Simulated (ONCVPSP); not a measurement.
# Ga: generating and testing an ONCV potential

Aim: build the potential from the settings below, then test how well it stands in for the atom: other configurations, scattering, ghost states and the plane-wave cutoff that it needs.

Program: ONCVPSP 4.0.1. Reference atom: PBE, scalar-relativistic, spherical and spin-unpolarised. All values are calculated.

### 1 Settings

Typed settings, in words:

```
element                 : gallium (Ga, Z = 31)
type                    : optimised norm-conserving Vanderbilt (ONCV)
frozen core             : [Ne]
valence charge          : 21
reference configuration : 3s2 3p6 3d10 4s1.5 4p1.5
partial waves           : 3s+4s: rc 1.05 bohr, ncon 4, nbas 8, qcut 9.8 1/bohr, 2 projectors; 3p+4p: rc 1.10 bohr, ncon 5, nbas 9, qcut 14.6 1/bohr, 2 projectors; 3d: rc 0.65 bohr, ncon 4, nbas 8, qcut 14 1/bohr, 3 projectors, debl 3.4 Ha
local potential         : polynomial inside 0.55 bohr (lpopt 4, dvloc0 3 Ha)
core correction         : not asked for
```

### 2 Generating the potential

Input file Ga.dat:

```
# ATOM AND REFERENCE CONFIGURATION
# atsym  z   nc   nv     iexc    psfile
  Ga 31.00    3    5        4      upf
#
#   n    l    f
    1    0    2.00
    2    0    2.00
    2    1    6.00
    3    0    2.00
    3    1    6.00
    3    2   10.00
    4    0    1.50
    4    1    1.50
#
# PSEUDOPOTENTIAL AND OPTIMIZATION
# lmax
    2
#
#   l,   rc,      ep,       ncon, nbas, qcut
    0    1.05    0.00    4    8    9.80
    1    1.10    0.00    5    9   14.60
    2    0.65    0.00    4    8   14.00
#
# LOCAL POTENTIAL
# lloc, lpopt,  rc(5),   dvloc0
    4    4    0.55    3.00
#
# VANDERBILT-KLEINMAN-BYLANDER PROJECTORs
# l, nproj, debl
    0    2    3.40
    1    2    3.70
    2    3    3.40
#
# MODEL CORE CHARGE
# icmod, fcfact, rcfact
    0    0.00    0.00
#
# LOG DERIVATIVE ANALYSIS
# epsh1, epsh2, depsh
   -7.00    5.00    0.04
#
# OUTPUT GRID
# rlmax, drl
    6.00    0.01
#
# TEST CONFIGURATIONS
# ncnf
    4
# nvcnf
#   n    l    f
    5
    3    0    2.00
    3    1    6.00
    3    2   10.00
    4    0    2.00
    4    1    1.00
#
    5
    3    0    2.00
    3    1    6.00
    3    2   10.00
    4    0    2.00
    4    1    0.00
#
    5
    3    0    2.00
    3    1    6.00
    3    2   10.00
    4    0    1.00
    4    1    0.00
#
    5
    3    0    2.00
    3    1    6.00
    3    2    9.00
    4    0    0.00
    4    1    0.00
#
```

The run is started by

```console
$ oncvpsp.x < Ga.dat > Ga.out
```

What does the calculation give? Wanted: cutoffs for 1 and 0.1 mHa per electron, occupied waves; bound ghosts; GHOST(+) flags; largest test error; largest phase difference near zero energy, channels read.

**Answer**, as computed:

| quantity | value |
| --- | --- |
| cutoffs for 1 and 0.1 mHa per electron, occupied waves | 550 Ha and 710 Ha |
| bound ghosts | none found |
| GHOST(+) flags | d at 39 eV |
| largest test error (AE − PS) | -1.2 meV, for 3s2 3p6 3d10 4s1 4p0 (1 test unsolved) |
| largest phase difference near zero energy, channels read | 0.000 rad |

What this shows: By total energies transferability is very good where solved: the largest error is 1.2 meV on 23.6 eV, for 3s2 3p6 3d10 4s1 4p0. Of the tests 1 gave no usable energy difference, which is a warning in itself. It counts as very hard, with 550 Ha needed at the looser tolerance. At the looser tolerance the 3d wave is the slowest; 3p needs 56 Ha. The program's ghost test flags no bound state. Near zero energy the phases of the channels with partial waves agree within 0.001 rad. The pseudo curves have a pole with no partner nearby in the atom's: d at 0.96 Ha. At positive energy that is a spurious or a displaced resonance. The program also flags highly localised states, GHOST(+) (d). These are tests on the free atom; a crystal test is still owed.
